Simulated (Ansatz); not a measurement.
# V (diamond type): how the settings move a single-point run

How sensitive is a single-point run of V (diamond type) to its settings? A reference run comes first, then one run with altered input.

Program: Ansatz 0.2.0. Level of theory: reference: DFT, PBEsol, all-electron LAPW, scalar-relativistic. These are calculated values, not measurements.

1 further run of the same task is left out (it didn't finish). Runs told in other sessions of the task aren't counted.

### Step 1. The structure to begin with

Symmetry: R-3m, No. 166, trigonal system. Conventional cell: a = 3.625 Å, b = 3.625 Å, c = 8.880 Å, α = 90.00°, β = 90.00°, γ = 120.00°. Around V (site symmetry 3m) lie 1 V at 1.95 Å.

Coordinates:

```cif
data_structure
_symmetry_space_group_name_H-M 'P 1'
_symmetry_Int_Tables_number 1
_cell_length_a 3.6254
_cell_length_b 3.6254
_cell_length_c 3.6254
_cell_angle_alpha 60.000
_cell_angle_beta 60.000
_cell_angle_gamma 60.000
_cell_volume 33.69
loop_
_atom_site_label
_atom_site_type_symbol
_atom_site_fract_x
_atom_site_fract_y
_atom_site_fract_z
_atom_site_occupancy
V1 V 0.83000 0.89000 0.89000 1
V2 V 0.17000 0.11000 0.11000 1
```

### Step 2. Reference

input.yaml reads:

```yaml
crystal:
  lattice:
    - [0.0, 2.5635698487, 2.5635698487]
    - [2.5635698487, 0.0, 2.5635698487]
    - [2.5635698487, 2.5635698487, 0.0]
  atoms:
    - { symbol: V, position: [-0.17, -0.11, -0.11] }
    - { symbol: V, position: [0.17, 0.11, 0.11] }
kpoints:
  mp_grid: { grid: [10, 10, 10] }
scf:
  occupations: { method: fermi_dirac, width: 0.05 }
hamiltonian:
  xc: pbesol
  pseudopotentials: { kind: all_electron, lapw: { basis_error: 0.001 } }
output:
  forces: true
  stress: true
  eigenvalues: true
  populations: true
```

Run with:

```sh
$ ansatz run input.yaml --threads 1 --pin off --max-ram 2048MiB --backend cpu --events-out ev --progress --plain --runs-dir out
```

### Step 3. Changed: symmetry.detect false, mp_grid.grid [8, 8, 8]

input.yaml: that of step 2 with these lines changed.

```diff
@@ -8,4 +8,5 @@
     - { symbol: V, position: [0.17, 0.11, 0.11] }
+  symmetry: { detect: false }
 kpoints:
-  mp_grid: { grid: [10, 10, 10] }
+  mp_grid: { grid: [8, 8, 8] }
 scf:
```

**Question.** What will these runs give? Wanted: for each run, ending; energy change; pressure; gap; force.

As calculated:

```
                                             run     ending  energy change  pressure (GPa)  gap (eV)  force (eV/Å)  cycles  time
                                       reference  converged              0             3.3      0.00          1.62       9  22 s
1: symmetry.detect false, mp_grid.grid [8, 8, 8]  converged  +0.7 meV/atom             3.5      0.00          1.68       9  83 s
```

Residual by cycle in the longest SCF loop of each run; runs are numbered as in the table. The quantity is the density residual dr2, in eV.

```
cycle  reference    run 1
    1       1.73     1.75
    2      0.383    0.373
    3      0.158    0.162
    4    0.00854  0.00918
    5    0.00176  0.00169
    6     2.0e-4   1.9e-4
    7     1.1e-5   1.3e-5
    8     8.6e-7   6.5e-7
    9     2.6e-8   2.1e-8
```

What this shows: Changing the use of symmetry and k-point mesh moves the energy by +0.7 meV/atom, and the largest force goes from 1.62 to 1.68 eV/Å. The energy is not variational in the mesh, so the sign tells nothing. Cost: 83 s against 22 s.
